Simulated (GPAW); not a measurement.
# DyAgB4F16 (P1) in GPAW: single point with PBE

Aim: the single point of DyAgB4F16 with PBE.

Program: GPAW 26.7.0. These are calculated values, not measurements. Logs are shortened: lines on timing, memory, paths and dates and some standing lists are left out, and cuts for length are marked. The log counts tension as positive stress, the text compression.

## Step 1: Starting point

The typed cell holds 22 atoms: a = 5.407 Å, b = 6.876 Å, c = 9.519 Å, α = 80.98°, β = 87.30°, γ = 90.07°.

The cell was built by a generator and needn't be a form met in nature.

## Step 2: Single point, PBE

Contents of run.py:

```python
from ase import Atoms
from ase.dft.bandgap import bandgap
from ase.io import write
from ase.units import GPa
from ase.parallel import parprint
from gpaw import GPAW, PW

atoms = Atoms(['Dy', 'Ag', 'B', 'B', 'B', 'B', 'F', 'F', 'F', 'F', 'F', 'F', 'F', 'F', 'F', 'F', 'F', 'F', 'F', 'F', 'F', 'F'],
              cell=[[5.40539, -0.12478, -0.0296],
                    [0.15132, 6.87214, 0.16225],
                    [0.52959, 1.25889, 9.42097]],
              scaled_positions=[[0.51926, 0.02752, 0.47238],
                                [0.00308, 0.96247, 0.98684],
                                [0.98119, 0.21513, 0.31959],
                                [0.55178, 0.22688, 0.7993],
                                [0.47337, 0.81347, 0.22481],
                                [0.99486, 0.73882, 0.66272],
                                [0.19674, 0.24063, 0.39809],
                                [0.91781, 0.0073, 0.35012],
                                [0.01586, 0.28058, 0.17896],
                                [0.77162, 0.30239, 0.38449],
                                [0.47614, 0.41013, 0.81522],
                                [0.80733, 0.19785, 0.81155],
                                [0.42093, 0.07423, 0.88754],
                                [0.50163, 0.19842, 0.64733],
                                [0.25481, 0.7542, 0.17645],
                                [0.46718, 0.0264, 0.22928],
                                [0.49267, 0.73816, 0.37648],
                                [0.68047, 0.76644, 0.14835],
                                [0.00443, 0.57478, 0.602],
                                [0.19811, 0.87672, 0.59928],
                                [0.00419, 0.71679, 0.80764],
                                [0.76655, 0.85071, 0.62158]],
              pbc=True)

calc = GPAW(mode=PW(800),
            xc='PBE',
            kpts={'size': (4, 3, 2), 'gamma': True},
            occupations={'name': 'fermi-dirac', 'width': 0.05},
            nbands=133,
            convergence={'density': 1e-05, 'energy': 1e-05},
            maxiter=150,
            txt='gpaw.txt')
atoms.calc = calc
energy = atoms.get_potential_energy()
forces = atoms.get_forces()
stress = atoms.get_stress()
calc.write('gs.gpw')
write('result.traj', atoms)
parprint(f'Energy: {energy:.6f} eV')
parprint('Forces (eV/A):')
parprint(forces.round(4))
parprint('Stress (GPa):', (stress / GPa).round(3))
parprint('Fermi level:', round(calc.get_fermi_level(), 4), 'eV')
parprint(f'Gap: {bandgap(calc)[0]:.4f} eV, direct: {bandgap(calc, direct=True)[0]:.4f} eV')
```

Potentials or basis: GPAW PAW data sets (gpaw-data 1.2.1), pw.

The run is started by

```console
$ OMP_NUM_THREADS=1 mpirun -n 4 gpaw python run.py
```

gpaw.txt:

```text
__  _  _
 | _ |_)|_||  |
 |__||  | ||/\| - 26.7.0

Input parameters:
  mode=PW(ecut=800.0),
  convergence={'density': 1e-05, 'energy': 1e-05},
  kpts=MonkhorstPack(size=(4, 3, 2), gamma=True),
  maxiter=150,
  nbands=133,
  occupations=Occupations(name='fermi-dirac', width=0.05),
  xc=XC(name='PBE')

Diagonalizing LCAO Hamiltonian
Converting LCAO to pw mode

             Ag

           F
                F
              F  B  F F  B
          F
               F
                 F

           F   DyB F
              F    F
                   F B
        F    F

Atoms  # Å, Bohr magnetons
|    | symbol |        x |        y |        z |    initial magnetic moments |
|----|--------|----------|----------|----------|-----------------------------|
|  0 |     Dy | 3.061135 | 0.719002 | 4.439373 | ( 0.0000,  0.0000,  0.0000) |
|  1 |     Ag | 0.684910 | 7.856167 | 9.453060 | ( 0.0000,  0.0000,  0.0000) |
|  2 |      B | 5.505520 | 1.758299 | 3.016709 | ( 0.0000,  0.0000,  0.0000) |
|  3 |      B | 3.440219 | 2.496531 | 7.550660 | ( 0.0000,  0.0000,  0.0000) |
|  4 |      B | 2.800901 | 5.814224 | 2.235902 | ( 0.0000,  0.0000,  0.0000) |
|  5 |      B | 5.840374 | 5.787427 | 6.333891 | ( 0.0000,  0.0000,  0.0000) |
|  6 |      F | 1.310693 | 2.130245 | 3.783613 | ( 0.0000,  0.0000,  0.0000) |
|  7 |      F | 5.147646 | 0.376405 | 3.272487 | ( 0.0000,  0.0000,  0.0000) |
|  8 |      F | 0.222962 | 2.151497 | 1.731031 | ( 0.0000,  0.0000,  0.0000) |
|  9 |      F | 4.420287 | 2.465814 | 3.648492 | ( 0.0000,  0.0000,  0.0000) |
| 10 |      F | 3.067516 | 3.785330 | 7.732613 | ( 0.0000,  0.0000,  0.0000) |
| 11 |      F | 4.823661 | 2.280566 | 7.653792 | ( 0.0000,  0.0000,  0.0000) |
| 12 |      F | 2.756556 | 1.574911 | 8.361072 | ( 0.0000,  0.0000,  0.0000) |
| 13 |      F | 3.084350 | 2.115894 | 6.115822 | ( 0.0000,  0.0000,  0.0000) |
| 14 |      F | 1.584919 | 5.373304 | 1.777157 | ( 0.0000,  0.0000,  0.0000) |
| 15 |      F | 2.650709 | 0.411768 | 2.150495 | ( 0.0000,  0.0000,  0.0000) |
| 16 |      F | 2.974152 | 5.485210 | 3.651990 | ( 0.0000,  0.0000,  0.0000) |
| 17 |      F | 3.872748 | 5.368930 | 1.501814 | ( 0.0000,  0.0000,  0.0000) |
| 18 |      F | 0.429735 | 4.707268 | 5.764551 | ( 0.0000,  0.0000,  0.0000) |
| 19 |      F | 1.520900 | 6.754650 | 5.782183 | ( 0.0000,  0.0000,  0.0000) |
| 20 |      F | 0.558831 | 5.942088 | 7.724927 | ( 0.0000,  0.0000,  0.0000) |
| 21 |      F | 4.601414 | 6.533049 | 5.971224 | ( 0.0000,  0.0000,  0.0000) |

Unit cell  # Å
| periodic |        x |         y |         z |  lengths |    angles |
|----------|----------|-----------|-----------|----------|-----------|
|      yes | 5.405390 | -0.124780 | -0.029600 | 5.406911 | 80.981529 |
|      yes | 0.151320 |  6.872140 |  0.162250 | 6.875720 | 87.297674 |
|      yes | 0.529590 |  1.258890 |  9.420970 | 9.519451 | 90.068374 |

Number of symmetries: 1
Symmetry operations  # r_c * U_cc + t_c -> r_c
|   | kind |            matrix            |
|---|------|------------------------------|
| 0 |  E   |  1, 0, 0,  0, 1, 0,  0, 0, 1 |

BZ-sampling:
  Number of BZ points: 24
  Number of IBZ points: 14

  Monkhorst-Pack size: [4, 3, 2]
  Monkhorst-Pack shift: [0.125, 0.0, 0.25]

K-points  # in reciprocal-cell coordinates
|     |                                coordinates |     weight |
|-----|--------------------------------------------|------------|
|   0 | (  0.00000000,   0.00000000,   0.00000000) | 0.04166667 |
|   1 | (  0.00000000,   0.00000000,   0.50000000) | 0.04166667 |
|   2 | (  0.00000000,   0.33333333,   0.00000000) | 0.08333333 |
|   3 | (  0.00000000,   0.33333333,   0.50000000) | 0.08333333 |
|   4 | (  0.25000000,  -0.33333333,   0.00000000) | 0.08333333 |
|   5 | (  0.25000000,  -0.33333333,   0.50000000) | 0.08333333 |
|   6 | (  0.25000000,   0.00000000,   0.00000000) | 0.08333333 |
|   7 | (  0.25000000,   0.00000000,   0.50000000) | 0.08333333 |
|   8 | (  0.25000000,   0.33333333,   0.00000000) | 0.08333333 |
|   9 | (  0.25000000,   0.33333333,   0.50000000) | 0.08333333 |
| ... |                                            |            |
|  13 | (  0.50000000,   0.33333333,   0.50000000) | 0.08333333 |

Plane wave coefficients: 17965
Cutoff: 800.0 eV

Spin-components: 1 (collinear spins)
Bands:           133
Projectors:      114
Spin-degeneracy: 2
Datatype:        complex128

Parallelization:
  kpt:    4
  domain: 1
  band:   1

Density:
  Valence electrons: 161.0
  Components: 1
  Grid points: [36 45 63]
  Charge: 0.0  # |e|

Potential:
  Grid points: [36 45 63]

species:
  Dy:
    name:    Dysprosium
    Z:       66.0
    valence: 20
    core:    46
    charge:  0.0  # [|e|]
    compensation charges:
      type: gauss
      rc: 0.35  # [Å]
      lmax: 2
    cutoffs:
      filter: 1.16  # [Å]
      core: 1.78  # [Å]
    projectors
    | kind |    occ | energy [eV] | rcut [Å] |
    |------|--------|-------------|----------|
    |   5s |  2.000 |     -48.920 |    1.164 |
    |   6s |  2.000 |      -3.747 |    1.164 |
    |   5p |  6.000 |     -25.351 |    1.164 |
    |   6p |  0.000 |      -1.160 |    1.164 |
    |   5d |  0.000 |      -1.171 |    1.164 |
    |   4f | 10.000 |      -3.103 |    1.164 |
    |    d |        |      26.040 |    1.164 |
    |    f |        |      24.108 |    1.164 |

    Using partial waves for Dy as LCAO basis

  Ag:
    name:    Silver
    Z:       47.0
    valence: 17
    core:    30
    charge:  0.0  # [|e|]
    compensation charges:
      type: gauss
      rc: 0.40  # [Å]
      lmax: 2
    cutoffs:
      filter: 2.35  # [Å]
      core: 2.19  # [Å]
    projectors
    | kind |    occ | energy [eV] | rcut [Å] |
    |------|--------|-------------|----------|
    |   5s |  1.000 |      -4.401 |    1.286 |
    |   4p |  6.000 |     -58.577 |    1.328 |
    |   5p |  0.000 |      -0.738 |    1.328 |
    |   4d | 10.000 |      -7.446 |    1.180 |
    |    s |        |      22.811 |    1.286 |
    |    d |        |      19.766 |    1.180 |

    Using partial waves for Ag as LCAO basis

  B:
    name:    Boron
    Z:       5.0
    valence: 3
    core:    2
    charge:  0.0  # [|e|]
    compensation charges:
      type: gauss
      rc: 0.20  # [Å]
      lmax: 2
    cutoffs:
      filter: 1.14  # [Å]
      core: 1.38  # [Å]
    projectors
    | kind |    occ | energy [eV] | rcut [Å] |
    |------|--------|-------------|----------|
    |   2s |  2.000 |      -9.443 |    0.635 |
    |   2p |  1.000 |      -3.606 |    0.635 |
    |    s |        |      17.768 |    0.635 |
    |    p |        |      23.605 |    0.635 |
    |    d |        |       0.000 |    0.635 |

    Using partial waves for B as LCAO basis

  F:
    name:    Fluorine
    Z:       9.0
    valence: 7
    core:    2
    charge:  0.0  # [|e|]
    compensation charges:
      type: gauss
      rc: 0.20  # [Å]
      lmax: 2
    cutoffs:
      filter: 1.14  # [Å]
      core: 0.74  # [Å]
    projectors
    | kind |    occ | energy [eV] | rcut [Å] |
    |------|--------|-------------|----------|
    |   2s |  2.000 |     -29.898 |    0.635 |
    |   2p |  5.000 |     -11.110 |    0.635 |
    |    s |        |      -2.687 |    0.635 |
    |    p |        |      16.102 |    0.635 |
    |    d |        |       0.000 |    0.635 |

    Using partial waves for F as LCAO basis

Reference energy: -521515.531541  # eV

eigensolver:
  PPCG
  Converge bands: occupied
  niter=2

density mixing:
  MSR1-Mixer
  Pratt-step length: 0.05
  Maximum mixing coefficient: 0.75
  Old densities: 10
  SVD Regularization: 0.005
  Good broyden scale: 1.0
  Trust region scale: 1.0
  Backstep threshold: 4.0
  History deletion threshold: 6.0
  Fourier metric: weight=20.0, sigma=0.015

occupation numbers:
  Fermi-Dirac:
    width: 0.0500  # eV

poisson solver:
  ecut: 6400.0  # eV

xc functional:
  name: PBE with 2 nearest neighbor stencil

convergence criteria:
- Maximum integral of absolute [dens]ity change: 1e-05 electrons / valence electron
- Maximum [total energy] change in last 3 cyles: 1e-05 eV / valence electron
- Maximum integral of absolute [eigenst]ate change: 4e-08 eV^2 / valence electron
maximum number of iterations: 150

SCF iterations
|iter     | |      energy | eigst |  dens |
|---------|-|-------------|-------|-------|
|iter:   1| | -132.001387 | +0.77 |       |
|iter:   2| | -127.938668 | -0.67 | -1.04 |
|iter:   3| | -125.565532 | -1.28 | -1.15 |
|iter:   4| | -122.992611 | -0.93 | -1.23 |
|iter:   5| | -122.479061 | -1.13 | -1.38 |
|iter:   6| | -122.761120 | -2.91 | -1.55 |
|iter:   7| | -122.780089 | -2.59 | -1.40 |
|iter:   8| | -122.881587 | -2.67 | -1.60 |
|iter:   9| | -123.258340 | -2.56 | -1.82 |
|iter:  10| | -123.249427 | -3.68 | -1.98 |
[... 55 further cycles ...]
|iter:  66| | -122.438999c| -6.30 | -3.70 |
|iter:  67| | -122.438611c| -7.52c| -3.64 |
|iter:  68| | -122.438252c| -6.97 | -3.85 |
|iter:  69| | -122.438229c| -7.73c| -3.85 |
|iter:  70| | -122.438293c| -7.43c| -4.14 |
|iter:  71| | -122.438331c| -8.04c| -4.37 |
|iter:  72| | -122.438316c| -7.58c| -4.49 |
|iter:  73| | -122.438317c| -7.50c| -4.56 |
|iter:  74| | -122.438319c| -7.62c| -4.66 |
|iter:  75| | -122.438319c| -8.07c| -5.05c|

Converged in 75 steps
Energy contributions relative to reference atoms: (reference = -521515.531541)

Energy contributions:
  Kinetic:          85.641175
  Coulomb:         -96.410667
  Zero:              2.749112
  External:          0.000000
  Xc:             -114.182967
  Entropy:          -0.469944
  Spinorbit:         0.000000
  ----------------------------
  Free energy:    -122.673290
  Extrapolated:   -122.438319

dipole moment: (-40.511981, -42.165448, 23.934266)  # |e|*Ang

Fermi level: -1.541
Eigenvalues  # (at kpt = [0.000, 0.000, 0.000])
| band index |      eig [eV] | occ [0-2] |
|------------|---------------|-----------|
|          0 |       -53.498 |     2.000 |
|        ... |               |           |
|         75 |        -1.711 |     1.935 |
|         76 |        -1.587 |     1.425 |
|         77 |        -1.579 |     1.359 |
|         78 |        -1.576 |     1.336 |
|         79 |        -1.575 |     1.321 |
|         80 |        -1.570 |     1.279 |
|         81 |        -1.563 |     1.217 |
|         82 |        -1.552 |     1.106 |
|         83 |         2.842 |     0.000 |
|         84 |         5.274 |     0.000 |
|         85 |         5.723 |     0.000 |
|         86 |         6.056 |     0.000 |
|         87 |         6.299 |     0.000 |
|         88 |         6.593 |     0.000 |
|         89 |         7.230 |     0.000 |
|         90 |         7.489 |     0.000 |
|        ... |               |           |
|        132 |        15.939 |     0.000 |

Gap: 4.394 eV
Transition (v -> c):
  (s=0, k=1, n=82, [0.00, 0.00, 0.50]) -> (s=0, k=0, n=83, [0.00, 0.00, 0.00])
Direct/indirect transitions are different
Direct gap: 4.394 eV
Transition at: (s=0, k=0, n=82, [0.00, 0.00, 0.00])

Forces  # eV/Ang
|        x |        y |        z |
|----------|----------|----------|
| -0.03214 |  0.06208 | -0.23183 |  # Dy   0
|  0.02639 | -0.00475 | -0.00541 |  # Ag   1
| -0.02385 | -0.05788 |  0.37329 |  # B    2
| -0.15789 |  0.07098 | -0.38400 |  # B    3
|  0.03776 |  0.24908 |  0.43275 |  # B    4
| -0.02718 |  0.21370 | -0.35717 |  # B    5
| -0.24372 |  0.20472 | -0.13001 |  # F    6
|  0.21755 | -0.05811 | -0.18723 |  # F    7
|  0.01327 |  0.02049 | -0.27469 |  # F    8
|  0.19692 |  0.25648 | -0.14459 |  # F    9
| -0.00017 |  0.05172 |  0.05997 |  # F   10
|  0.21734 | -0.10812 |  0.15703 |  # F   11
| -0.12919 | -0.13946 |  0.17470 |  # F   12
|  0.05640 |  0.39910 |  0.62329 |  # F   13
| -0.21646 | -0.04059 | -0.18567 |  # F   14
| -0.05936 | -0.12768 | -0.43123 |  # F   15
| -0.05412 | -0.34815 | -0.29329 |  # F   16
|  0.19618 | -0.04340 | -0.21269 |  # F   17
|  0.00277 | -0.11855 |  0.01502 |  # F   18
| -0.39629 | -0.22902 |  0.32285 |  # F   19
|  0.02526 |  0.02121 |  0.31424 |  # F   20
|  0.35001 | -0.27361 |  0.36395 |  # F   21

Stress tensor  # eV/Ang^3
|         x |         y |         z |
|-----------|-----------|-----------|
|  0.002766 | -0.000048 |  0.000578 |
| -0.000048 |  0.002855 | -0.001245 |
|  0.000578 | -0.001245 |  0.001285 |

# Writing to gs.gpw (mode='')
```

Run time: 15 min. Hardware: 4 MPI ranks of Intel Xeon 6975P-C (Granite Rapids), shared host; peak memory 0.72 GiB.

What came out:

* Free energy: -122.6733 eV
* Pressure: -0.4 GPa
* Largest force: 0.742 eV/Å
* Band gap on the k mesh: none (metal or under the smearing width)

Forces in eV/Å, atoms in the order of the input:
```
Dy  -0.032  0.062 -0.232
Ag   0.026 -0.005 -0.005
B   -0.024 -0.058  0.373
B   -0.158  0.071 -0.384
B    0.038  0.249  0.433
B   -0.027  0.214 -0.357
F   -0.244  0.205 -0.130
F    0.218 -0.058 -0.187
F    0.013  0.020 -0.275
F    0.197  0.256 -0.145
F    0.000  0.052  0.060
F    0.217 -0.108  0.157
F   -0.129 -0.139  0.175
F    0.056  0.399  0.623
F   -0.216 -0.041 -0.186
F   -0.059 -0.128 -0.431
F   -0.054 -0.348 -0.293
F    0.196 -0.043 -0.213
F    0.003 -0.119  0.015
F   -0.396 -0.229  0.323
F    0.025  0.021  0.314
F    0.350 -0.274  0.364
```

Levels at points of the mesh, in eV from the Fermi level:
```tsv
k point	band 79	band 80	band 81	band 82	band 83	band 84	band 85	band 86	band 87	band 88
(0.00, 0.00, 0.00)	-0.04	-0.03	-0.03	-0.02	-0.01	4.38	6.82	7.26	7.60	7.84
(0.00, 0.00, 0.50)	-0.03	-0.03	-0.03	-0.02	-0.01	4.46	6.79	6.91	7.59	7.77
(0.50, 0.00, 0.00)	-0.04	-0.03	-0.03	-0.02	-0.01	4.91	6.81	7.43	7.75	7.81
(0.50, 0.00, 0.50)	-0.04	-0.03	-0.03	-0.02	-0.02	4.91	6.82	7.54	7.73	7.89
```

Caveat: one-centre terms of the f shell are cut off; an odd number of electrons without spin polarisation forces a metal; a magnetic or distorted state may lie lower; the run has no spin polarisation, though such a crystal can be magnetic; without U or exact exchange the open f shell lies at the Fermi level, which spoils levels, moments and volumes.
